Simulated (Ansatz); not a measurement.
# ZrH3: the cost of one run

All numbers are computed with Ansatz 0.2.0 through its Python package. Level of theory: DFT r2SCAN, plane waves, PAW.

**1. The system**

ZrH3 Pm-3m: It takes space group Pm-3m (No. 221, cubic). The conventional cell has a = 3.126 Å, b = 3.126 Å, c = 3.126 Å, α = 90.00°, β = 90.00°, γ = 90.00°. Zr (site symmetry m-3m) is surrounded by 12 H at 2.21 Å. Around H (site symmetry 4/mmm) lie 4 Zr at 2.21 Å and 8 H at 2.21 Å.

Zr P6_3/mmc: The structure is hexagonal, space group P6_3/mmc (No. 194). Conventional cell: a = 3.232 Å, b = 3.232 Å, c = 5.147 Å, α = 90.00°, β = 90.00°, γ = 120.00°. Around Zr (site symmetry -6m2) lie 12 Zr at 3.18 to 3.23 Å.

H in a box: The structure is orthorhombic, space group Pmmm (No. 47). The conventional cell has a = 9.000 Å, b = 9.500 Å, c = 10.000 Å, α = 90.00°, β = 90.00°, γ = 90.00°. Around H (site symmetry mm2) lie 1 H at 0.75 Å.

The script holds or builds the structure itself.

**2. Script**

run_formation.py reads:

```python
"""Formation energy of ZrH3 from the elements, after relaxing cells and atoms."""

from collections import Counter
import warnings

import ansatz as az
import numpy as np

config = {
    "kspacing": 0.27,
    "filling": "gaussian",
    "sigma": 0.05,
}

PHASES = {
    "ZrH3": (
        [[3.126038, 0.0, 0.0], [0.0, 3.126038, 0.0], [0.0, 0.0, 3.126038]],
        [
            ("Zr", [0.0, 0.0, 0.0]),
            ("H", [0.0, 0.5, 0.5]),
            ("H", [0.5, 0.0, 0.5]),
            ("H", [0.5, 0.5, 0.0]),
        ],
    ),
    "Zr": (
        [[3.232, 0.0, 0.0], [-1.616, 2.7989941, 0.0], [0.0, 0.0, 5.147]],
        [
            ("Zr", [1 / 3, 2 / 3, 0.25]),
            ("Zr", [2 / 3, 1 / 3, 0.75]),
        ],
    ),
    "H2": (
        [[9.0, 0.0, 0.0], [0.0, 9.5, 0.0], [0.0, 0.0, 10.0]],
        [
            ("H", [0.5, 0.5, 0.4625]),
            ("H", [0.5, 0.5, 0.5375]),
        ],
    ),
}


def build(vectors, sites):
    crystal = az.Crystal(lattice=az.Lattice.of(vectors))
    for symbol, position in sites:
        crystal = crystal.atom(symbol, position)
    return crystal

GASES = {"H2"}


def ground_state(name, crystal):
    calc = (
        crystal.calculation()
        .functional(az.Functional.R2SCAN)
        .basis(23 * az.Ha)
        .kpoints(spacing=config["kspacing"])
        .occupations(config["filling"], width=config["sigma"])
        .stress()
    )
    if name in GASES:
        return calc.kpoints(1, 1, 1).relax(force_tolerance=0.01, max_steps=60).run()
    calc = calc.relax(force_tolerance=0.01, max_steps=60, cell=True)
    return calc.run()


def counts(outcome):
    return Counter(site.symbol for site in outcome.lattice.sites)

def formation_energy(outcome, mu):
    n = counts(outcome)
    return (outcome.report["energy_sigma0_ev"] - sum(k * mu[element] for element, k in n.items())) / sum(n.values())


def volume_per_atom(outcome):
    return abs(np.linalg.det(outcome.lattice.cell_ang)) / len(outcome.lattice.sites)


def main() -> None:
    warnings.simplefilter("ignore")

    phases = {name: build(*cell) for name, cell in PHASES.items()}

    done = {}
    for name, crystal in phases.items():
        done[name] = ground_state(name, crystal)
        print(f"{name}: {done[name].report['energy_sigma0_ev']:.4f} eV, {len(done[name].lattice.sites)} atoms")

    # energy of one atom in its reference phase
    references = {"Zr": "Zr", "H": "H2"}
    mu = {element: done[name].report["energy_sigma0_ev"] / len(done[name].lattice.sites) for element, name in references.items()}

    target = done["ZrH3"]
    heat = formation_energy(target, mu)
    n = counts(target)
    print("cell content:", dict(n), " volume", round(volume_per_atom(target), 3), "A^3/atom")
    print("formation energy", round(heat, 4), "eV/atom,", round(heat * sum(n.values()), 4), "eV per cell")
    print("bound against the elements" if heat < 0 else "unbound against the elements")
    # no correction for the overbinding of the gas molecule is applied


if __name__ == "__main__":
    main()
```

**3. Launch**

On the command line:

```sh
python run_formation.py
```

Q: Estimate wall time and peak memory on 1 thread of Intel Xeon Platinum 8559C (Emerald Rapids), shared host.

About 46 s, with a peak of 0.86 GiB.
